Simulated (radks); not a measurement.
# Eu⁴⁺ in [Xe] 4f5: an all-electron calculation

Wanted: eigenvalues, radial structure and energy terms of the europium ion Eu4+.

Program: radks (a radial shooting solver on a logarithmic mesh, Libxc functionals) version 1. Level of theory: scalar-relativistic Kohn-Sham, PBE, spin-unpolarised, spherical densities, finite nucleus. These are calculated values, not measurements, unless marked.

**1. The system**

* element: europium (Z = 63)
* charge: +4
* electrons: 59
* configuration: [Xe] 4f5
* nuclear rms radius: 5.1115 fm

The outer shells:

Eu⁴⁺
```
[Xe] core
4f [↑ ][↑ ][↑ ][↑ ][↑ ][  ][  ]
```

**2. Self-consistent calculation**

Settings of this run:

```text
Z 63
configuration [Xe] 4f5
relativity scalar-relativistic
functional pbe,pbe
spin unpolarised
nucleus finite rms 5.1115 fm
c 137.035999084
```

Command:

```
> python run_ks.py task.json out
```

This one command runs every case of the session in turn.

What does the calculation give?

The runs gave:

| quantity | value |
| --- | --- |
| total energy | -10840.1949 hartree |
| exchange-correlation share of it | 2.22 % |
| −T/E | 1.0712 |
| highest occupied level | 4f, -52.768 eV |
| most extended occupied level | 5p, <r> = 1.50 bohr |
| radius at density 0.001 e/bohr³ | 3.13 bohr |
| maxima of the radial density | 4 |
| ionisation energy, NIST | 63.2 (semi-emp.) eV |

**Reading.** The radial density shows 4 maxima for 5 occupied principal shells; where shells overlap, one shows as a shoulder or not at all. −T/E is 1.071: with relativity the kinetic term as defined here no longer equals −E. Minus the highest eigenvalue, 52.768 eV, is 83 % of the tabulated ionisation energy (63.2 eV); the potential of a semilocal functional falls off too fast, so its top eigenvalue is too shallow. Spin polarisation and multiplet splitting are left out. Spin-orbit splitting is averaged out at the scalar-relativistic level.
